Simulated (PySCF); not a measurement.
**Towards the basis-set limit for SiBr**

Aim: bond length, wavenumber and bond energy of SiBr near the limit of CCSD(T), built from two basis sets and any small corrections listed.

Computed with PySCF 2.14.0. Level: CCSD(T) on ROHF, scalar-relativistic core potentials.

2 further runs of the same task are left out: 2 set aside as unsound or not needed.

## (1) Set-up

* molecule: SiBr
* state: doublet, unpaired electrons π ↑
* smaller basis: Si cc-pV(T+d)Z, Br cc-pVTZ-PP with ECP10
* larger basis: Si cc-pV(Q+d)Z, Br cc-pVQZ-PP with ECP10
* frozen core orbitals: 14
* extrapolation: correlation as n⁻³ (n = 3, 4), Hartree–Fock as (n+1)·exp(−9√n)
* corrections: none
* distances (Å): 1.9730, 2.0627, 2.1524, 2.2421, 2.3318, 2.4439, 2.5560
* masses (u): 27.9769, 78.9183
* dissociation limit: Si + Br

On the command line:

```sh
> OMP_NUM_THREADS=4 python comp.py task.json out
```

## (2) The runs

Before running it: what results should come out? Wanted: for each run, Re; ωe; ωexe; αe; De.

The runs gave:

```csv
level,Re (Å),ωe (cm⁻¹),ωexe (cm⁻¹),αe (cm⁻¹),De (eV)
CCSD(T)/cc-pVTZ(-PP),2.2399,422.4,1.37,0.000794,3.630
CCSD(T)/cc-pVQZ(-PP),2.2316,423.2,1.40,0.000815,3.776
HF/CBS,2.2444,413.3,1.37,0.000815,2.676
MP2/CBS,2.2202,430.9,1.40,0.000815,3.959
CCSD/CBS,2.2251,427.0,1.41,0.000819,3.720
CCSD(T)/CBS,2.2275,424.7,1.42,0.000822,3.876
```

The last step gives Re = 2.2275 Å, ωe = 424.7 cm⁻¹ and De = 3.876 eV; the smaller basis alone is off from it by +12.4 mÅ and -0.25 eV. Near the minimum the mean field binds by 2.68 eV and correlation adds 1.20 eV of binding. T1 is 0.022. Spin–orbit coupling and excitations beyond (T) are left out.
